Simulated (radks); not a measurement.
# F⁺ in [He] 2p4 3p2: an all-electron calculation

An exercise on one series of results from a longer session: the logs are not shown, and one member is left open.

Program: radks (a radial shooting solver on a logarithmic mesh, Libxc functionals) version 1. Level of theory: Dirac Kohn-Sham, HCTH/407, spin-unpolarised, spherical densities, point nucleus; open shells fill j = l - 1/2 first. These are calculated values, not measurements, unless marked.

## Starting point

```
element       : fluorine (Z = 9)
charge        : +1
electrons     : 8
configuration : [He] 2p4 3p2
```

The first run:

Settings of this run:

```text
Z 9
configuration [He] 2p4 3p2 2s0 3d0
relativity Dirac
functional hcth_407
spin unpolarised
j_filling energy
nucleus point
c 137.035999084
```

Steps of the session up to this table: Self-consistent calculation.

One table of the session follows, with a row left open; its other results are not shown here.

It belongs to the step «Shells». Radial moments (bohr):

| level | <r> | outermost maximum (interpolated) | 90 % within |
| --- | --- | --- | --- |
| 1s1/2 | 0.1761 | 0.114 | 0.315 |
| 2s1/2 | 0.8875 | 0.724 | 1.39 |
| 2p1/2 | 0.8474 | 0.635 | 1.40 |
| 2p3/2 | 0.8486 | 0.636 | 1.41 |
| 3p1/2 | 3.258 | 2.81 | 4.93 |
| 3p3/2 | ? | ? | ? |
| 3d3/2 | 3.975 | 3.20 | 6.26 |
| 3d5/2 | 3.976 | 3.20 | 6.26 |

Q: Estimate the row for 3p3/2 from the others.

As computed: <r>: 3.261; outermost maximum (interpolated): 2.81; 90 % within: 4.93. In the column «<r>» it lies between 3p1/2 (3.258) and 3d3/2 (3.975).
